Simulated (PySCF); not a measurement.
**KH⁺ (quartet): changing the method**

What do other methods print for KH⁺ (quartet)?

Computed with PySCF 2.14.0. Level: method and basis as typed in the scripts.

## 1. The starting structure

KH⁺ (quartet): 2 atoms, charge 1, spin multiplicity 4.

Bond lengths: K1–H2 2.365 Å.

## 2. Base script

File input.py:

```python
from pyscf import gto, scf, ci

mol = gto.M(
    atom='K 0 0 0; H 0 0 2.365',
    basis='pcseg-2',
    charge=1,
    spin=3,
    verbose=3,
)
mf = scf.UHF(mol)
mf.kernel()
ci.CISD(mf, frozen=5).kernel()
mf.dip_moment()
print('orbital energies (hartree):', [e[max(0, n-3):n+3].round(4) for e, n in zip(mf.mo_energy, mol.nelec)])
```

Run with:

```
python input.py
```

## 3. Bhandhlyp (UKS)

Variant 1 changes functional: none (Hartree–Fock) → bhandhlyp; SCF type: UHF → UKS; step after the SCF: cisd → analyze.

File input.py:

```python
from pyscf import gto, dft

mol = gto.M(
    atom='K 0 0 0; H 0 0 2.365',
    basis='pcseg-2',
    charge=1,
    spin=3,
    verbose=3,
)
mf = dft.UKS(mol, xc='bhandhlyp')
mf.kernel()
mf.analyze()
print('orbital energies (hartree):', [e[max(0, n-3):n+3].round(4) for e, n in zip(mf.mo_energy, mol.nelec)])
```

## 4. Population analysis

Variant 2 changes step after the SCF: cisd → analyze.

File input.py:

```python
from pyscf import gto, scf

mol = gto.M(
    atom='K 0 0 0; H 0 0 2.365',
    basis='pcseg-2',
    charge=1,
    spin=3,
    verbose=3,
)
mf = scf.UHF(mol)
mf.kernel()
mf.analyze()
print('orbital energies (hartree):', [e[max(0, n-3):n+3].round(4) for e, n in zip(mf.mo_energy, mol.nelec)])
```

## 5. Frozen orbitals none

Variant 3 changes frozen orbitals: 5 → none.

Edit input.py of step 2 so:

```diff
@@ -11,3 +11,3 @@
 mf.kernel()
-ci.CISD(mf, frozen=5).kernel()
+ci.CISD(mf).kernel()
 mf.dip_moment()
```

## 6. M06l (UKS)

Variant 4 changes functional: none (Hartree–Fock) → m06l; SCF type: UHF → UKS; step after the SCF: cisd → analyze.

File input.py:

```python
from pyscf import gto, dft

mol = gto.M(
    atom='K 0 0 0; H 0 0 2.365',
    basis='pcseg-2',
    charge=1,
    spin=3,
    verbose=3,
)
mf = dft.UKS(mol, xc='m06l')
mf.kernel()
mf.analyze()
print('orbital energies (hartree):', [e[max(0, n-3):n+3].round(4) for e, n in zip(mf.mo_energy, mol.nelec)])
```

## 7. RHF

Variant 5 changes SCF type: UHF → RHF.

File input.py:

```python
from pyscf import gto, scf, ci

mol = gto.M(
    atom='K 0 0 0; H 0 0 2.365',
    basis='pcseg-2',
    charge=1,
    spin=3,
    verbose=3,
)
mf = scf.RHF(mol)
mf.kernel()
ci.CISD(mf, frozen=5).kernel()
mf.dip_moment()
print('orbital energies (hartree):', mf.mo_energy[..., max(0, mol.nelec[1]-3):mol.nelec[0]+3].round(4))
```

What does the calculation give? Wanted: for each run, E(SCF); from base; gap, α spin; after the SCF.

**Answer**, as computed:

| run | E(SCF) (hartree) | from base (eV) | gap, α spin (eV) | after the SCF |
| --- | --- | --- | --- | --- |
| base | -598.772024 | 0 | 6.44 | CISD correlation -3.949 eV, core frozen |
| bhandhlyp (UKS) | -599.521612 | not comparable | 3.98 | n/a |
| population analysis | -598.772024 | 0.0000 | 6.44 | n/a |
| frozen orbitals none | -598.772024 | 0.0000 | 6.44 | CISD correlation -4.259 eV |
| m06l (UKS) | -599.487964 | not comparable | 1.41 | n/a |
| RHF | -598.767498 | +0.1232 | n/a | CISD correlation -4.050 eV, core frozen |

The α-spin gap between the frontier levels is 1.4 eV with m06l (0 % exact exchange) and 4.0 eV with bhandhlyp (50 %): exact exchange opens it. Total energies of different functionals can't be compared with each other; differences within one functional can.
